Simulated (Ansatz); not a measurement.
# Ge16As9: the cost of one run

All numbers below are computed with Ansatz 0.2.0 (DFT PBE, scalar-relativistic, plane waves, PAW).

## 1. Starting point

The cell holds 25 atoms (As9Ge16): a = 8.697 Å, b = 8.349 Å, c = 8.761 Å, α = 86.87°, β = 83.70°, γ = 85.92°.

It is the last frame of an earlier stage of the same melt, run at 2160 K.

Its coordinates follow in the input file.

## 2. Stage at 1200 K

One k point, a Fermi-Dirac width of 0.103 eV and a fixed cell.

input.yaml reads:

```yaml
crystal:
  lattice:
    - [8.678848, 0.296872, 0.475692]
    - [0.296872, 8.340197, 0.225744]
    - [0.475692, 0.225744, 8.745615]
  atoms:
    - { symbol: Ge, position: [0.6428416717, 0.9648795821, 0.5346789972] }
    - { symbol: Ge, position: [0.6035884065, 0.5396871367, 0.6389082936] }
    - { symbol: Ge, position: [0.2550963271, 0.3690420079, 0.7660282284] }
    - { symbol: Ge, position: [0.7361892, 0.8809303341, 0.2719832092] }
    - { symbol: Ge, position: [0.9146279574, 0.1229818132, 0.1946321802] }
    - { symbol: Ge, position: [0.0197437305, 0.7291133138, 0.3655593572] }
    - { symbol: Ge, position: [0.6596977228, 0.0749884235, 0.0178828159] }
    - { symbol: Ge, position: [0.8110222628, 0.5675054351, 0.337330967] }
    - { symbol: Ge, position: [0.4733206311, 0.254742511, 0.5522810254] }
    - { symbol: Ge, position: [0.9546031041, 0.4311965983, 0.1006085428] }
    - { symbol: Ge, position: [0.7810984954, 0.4215221767, 0.8850190528] }
    - { symbol: Ge, position: [0.6202838347, 0.6383638466, 0.0281277726] }
    - { symbol: Ge, position: [0.2801855358, 0.0405848616, 0.2986415038] }
    - { symbol: Ge, position: [0.7594852198, 0.2434462913, 0.6982871976] }
    - { symbol: Ge, position: [0.9260435639, 0.7851116085, 0.8939521808] }
    - { symbol: Ge, position: [0.4261953014, 0.7611203058, 0.4495392195] }
    - { symbol: As, position: [0.596683683, 0.3987918791, 0.2271372397] }
    - { symbol: As, position: [0.2277988823, 0.4361988828, 0.3146483848] }
    - { symbol: As, position: [0.9873017136, 0.1065251309, 0.4674747026] }
    - { symbol: As, position: [0.0886175993, 0.8466876141, 0.6850648394] }
    - { symbol: As, position: [0.3329042138, 0.0082418208, 0.5909113559] }
    - { symbol: As, position: [0.1455511108, 0.688410631, 0.0202309356] }
    - { symbol: As, position: [0.9686978747, 0.4450742342, 0.6201764104] }
    - { symbol: As, position: [0.3499475234, 0.2800181378, 0.101100571] }
    - { symbol: As, position: [0.3581199054, 0.6473809278, 0.809811036] }
  symmetry: { detect: false }
basis:
  ecutwfc: 420
  xc_grid: 1
kpoints:
  mp_grid: { grid: [1, 1, 1], shift: [0.25, 0.25, 0.25] }
hamiltonian:
  xc: pbe
scf:
  occupations: { method: fermi_dirac, width: 0.1034 }
  lower_state_search: "off"
  convergence: { dr2_threshold: 1.0e-05 }
output:
  forces: true
  stress: true
md:
  timestep: 3.0
  n_steps: 35
  ensemble: nvt_langevin
  friction: 0.03
  temperature: 1200.0
  initial_velocities: maxwell_boltzmann
  seed: 84463
```

The run is started by

```console
> ansatz run input.yaml --threads 2 --pin off --max-ram 5120MiB --backend cpu --events-out ev --progress --plain --runs-dir out
```

Q: Estimate wall time and peak memory on 2 threads of Arm Neoverse V2, shared host.

About 4.3 min, with a peak of 1 GiB.
